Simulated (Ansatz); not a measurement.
# F (fcc type): the cost of one run

Program: Ansatz 0.2.0. Level of theory: DFT, PBEsol, PAW with Ansatz's default frozen-core files, scalar-relativistic. These are calculated values, not measurements.

**1. Starting point**

Symmetry: Fm-3m, No. 225, cubic system. The conventional cell has a = 3.733 Å, b = 3.733 Å, c = 3.733 Å, α = 90.00°, β = 90.00°, γ = 90.00°. Around F (site symmetry m-3m) lie 12 F at 2.64 Å.

Coordinates:

```
CELL_PARAMETERS angstrom
0.00000 1.86626 1.86626
1.86626 0.00000 1.86626
1.86626 1.86626 0.00000
ATOMIC_POSITIONS crystal
F 0.00000 0.00000 0.00000
```

Whether this phase is the stable one at these pressures isn't tested.

**2. Cell relaxed at zero pressure, PAW**

File input.yaml:

```yaml
crystal:
  lattice:
    - [0.0, 1.8662555784, 1.8662555784]
    - [1.8662555784, 0.0, 1.8662555784]
    - [1.8662555784, 1.8662555784, 0.0]
  atoms:
    - { symbol: F, position: [0.0, 0.0, 0.0] }
kpoints:
  mp_grid: { grid: [19, 19, 19] }
scf:
  occupations: { method: fermi_dirac, width: 0.08 }
hamiltonian:
  xc: pbesol
  pseudopotentials: { kind: paw }
output:
  forces: true
  stress: true
  write_density: true
  write_potential: true
  elf: true
  volumetric_format: npy
relax:
  f_tol: 0.005
  max_steps: 40
  cell: {}
```

The run is started by

```console
> ansatz run input.yaml --threads 1 --pin off --max-ram 2048MiB --backend cpu --events-out ev --progress --plain --runs-dir out
```

Q: Estimate wall time and peak memory on 1 thread of Arm Neoverse V2, shared host.

About 12 s, with a peak of 0.28 GiB.
